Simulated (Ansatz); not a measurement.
AlHg:

```xyz
2
Lattice="0.0000 3.0685 3.0685 3.0685 0.0000 3.0685 3.0685 3.0685 0.0000" Properties=species:S:1:pos:R:3 pbc="T T T"
Al    0.0000    0.0000    0.0000
Hg    4.6028    4.6028    4.6028
```

The cell was built by a generator and needn't be a form met in nature.

```yaml
Program: Ansatz 0.2.0
Task: relaxation of cell and atoms
Functional: BLYP
Potentials_or_basis: Ansatz PAW
Cutoff: "420 eV (not typed: the program's choice for these potentials)"
k_mesh: 8 × 8 × 8
Occupations: fermi-dirac, width 0.05 eV
Spin: no spin polarisation
```

At the start: volume 28.89 Å³/atom.

Question: How do energy, volume and symmetry change on relaxing?

Answer: It ends after 5 steps and the volume is 31.52 Å³/atom (+9.1 %); space group F-43m (No. 216, to 0.05 Å).

The path:
```
step  energy change (eV)  largest force (eV/Å)  volume (Å³)
   1              0.0000                0.0000        57.79
   2             -0.0325                0.0000        61.60
   3             -0.0345                0.0000        62.73
   4             -0.0345                0.0000        63.04
   5             -0.0358                0.0000        63.04
```

Final structure:
```yaml
crystal:
  lattice:
    - [0.00000, 3.15878, 3.15878]
    - [3.15878, 0.00000, 3.15878]
    - [3.15878, 3.15878, 0.00000]
  atoms:
    - { symbol: Al, position: [0.00000, 0.00000, 0.00000] }
    - { symbol: Hg, position: [0.75000, 0.75000, 0.75000] }
```

Caveat: the plane-wave basis is chosen anew once the cell has moved, so the energies of steps on either side of that aren't comparable; the PAW data sets come from PBE, with cores solved anew for the run's functional, which leaves a small shift of forces and pressure.
